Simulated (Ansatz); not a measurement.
# Pt: the cost of one run

All numbers are computed with Ansatz 0.2.0, driven from Python. Level of theory: DFT PBEsol, plane waves, PAW.

This is Pt in the bcc structure; at room conditions it is fcc.

### 1 The system

Pt Im-3m: Symmetry: Im-3m, No. 229, cubic system. Conventional cell: a = 3.168 Å, b = 3.168 Å, c = 3.168 Å, α = 90.00°, β = 90.00°, γ = 90.00°. Pt (site symmetry m-3m) has 8 Pt at 2.74 Å as nearest neighbours.

Pt Fm-3m: Symmetry: Fm-3m, No. 225, cubic system. Conventional cell: a = 3.922 Å, b = 3.922 Å, c = 3.922 Å, α = 90.00°, β = 90.00°, γ = 90.00°. Around Pt (site symmetry m-3m) lie 12 Pt at 2.77 Å.

The script holds or builds the structure itself.

### 2 The code

Input file transition_pt.py:

```python
"""Pressure at which two phases of Pt cross."""

import warnings

import ansatz as az
from ase import Atoms
import numpy as np
import pandas as pd


def solve(name, crystal, pressure=0.0):
    calc = crystal.calculation()
    calc = calc.functional("pbesol").basis(520)
    calc = calc.kpoints(spacing=0.15)
    calc = calc.occupations("fermi_dirac", width=0.1)
    calc = calc.relax(force_tolerance=0.03, cell=True, pressure=pressure)
    return calc.run()


def volume_per_atom(outcome):
    return abs(np.linalg.det(outcome.lattice.cell_ang)) / len(outcome.lattice.sites)

warnings.simplefilter("ignore", az.DeckWarning)

phases = {}
atoms = Atoms(
    ["Pt"],
    scaled_positions=[
        [0.0, 0.0, 0.0],
    ],
    cell=[
        [-1.58422, 1.58422, 1.58422],
        [1.58422, -1.58422, 1.58422],
        [1.58422, 1.58422, -1.58422],
    ],
    pbc=True,
)
im_3m = az.Crystal.from_ase(atoms)
phases["Im-3m"] = im_3m
fm_3m = (
    az.Lattice.fcc(3.9218)
    .space_group(225)
    .atom("Pt", [0.0, 0.0, 0.0])
    .primitive()
)
phases["Fm-3m"] = fm_3m

# enthalpy per atom at each pressure
pressures = [0, 15, 30, 45]
enthalpy, volume = {name: [] for name in phases}, {name: [] for name in phases}
for p in pressures:
    for name, crystal in phases.items():
        o = solve(name, crystal, pressure=p)
        volume[name].append(volume_per_atom(o))
        enthalpy[name].append(o.report["energy_sigma0_ev"] / len(o.lattice.sites) + p * volume[name][-1] / 160.21766)
gap = np.array(enthalpy["Fm-3m"]) - np.array(enthalpy["Im-3m"])
rows = [(p, va, vb, 1000 * d) for p, va, vb, d in zip(pressures, volume["Im-3m"], volume["Fm-3m"], gap)]
print(pd.DataFrame(rows, columns=["P (GPa)", "V Im-3m (A^3/atom)", "V Fm-3m (A^3/atom)", "H(Fm-3m) - H(Im-3m) (meV/atom)"]).round(4).to_string(index=False))
crossings = [p0 - g0 * (p1 - p0) / (g1 - g0) for p0, p1, g0, g1 in zip(pressures, pressures[1:], gap, gap[1:]) if g0 * g1 < 0]
print("crossing near", [round(float(p), 1) for p in crossings], "GPa") if crossings else print("no crossing in this range")
```

### 3 Launch

Command:

```bash
python transition_pt.py
```

What time and memory should one allow on 1 thread of Arm Neoverse V2, shared host?

About 1.9 min, with a peak of 0.48 GiB.
